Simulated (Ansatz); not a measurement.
The system is GeW.

```xyz
2
Lattice="0.0000 2.5776 2.5776 2.5776 0.0000 2.5776 2.5776 2.5776 0.0000" Properties=species:S:1:pos:R:3 pbc="T T T"
Ge    2.5776    2.5776    2.5776
W     0.0000    0.0000    0.0000
```

The cell was built by a generator and needn't be a form met in nature.

- Program: Ansatz 0.2.0
- Task: relaxation of cell and atoms
- Functional: revPBE
- Dispersion: D3(BJ)
- Potentials or basis: Ansatz PAW
- Cutoff: 420 eV (not typed: the program's choice for these potentials)
- k mesh: 9 × 9 × 9
- Occupations: fermi-dirac, width 0.05 eV
- Spin: no spin polarisation

At the start: volume 17.13 Å³/atom.

Task: Where does the relaxation end?

Result: It ends after 5 steps and the volume is 16.47 Å³/atom (-3.8 %); space group Fm-3m (No. 225, to 0.05 Å).

Step by step:
```tsv
step	energy change (eV)	largest force (eV/Å)	volume (Å³)
1	0.0000	0.0000	34.25
2	-0.0135	0.0000	32.02
3	-0.0290	0.0000	33.00
4	-0.0291	0.0000	32.94
5	-0.0287	0.0000	32.94
```

Final structure:
```xyz
2
Lattice="0.0000 2.5442 2.5442 2.5442 0.0000 2.5442 2.5442 2.5442 0.0000" Properties=species:S:1:pos:R:3 pbc="T T T"
Ge    2.5442    2.5442    2.5442
W     0.0000    0.0000    0.0000
```

Caveat: the plane-wave basis is chosen anew once the cell has moved, so the energies of steps on either side of that aren't comparable; pairwise dispersion overbinds metals, which lowers pressure and volume; the PAW data sets come from PBE, with cores solved anew for the run's functional, which leaves a small shift of forces and pressure.
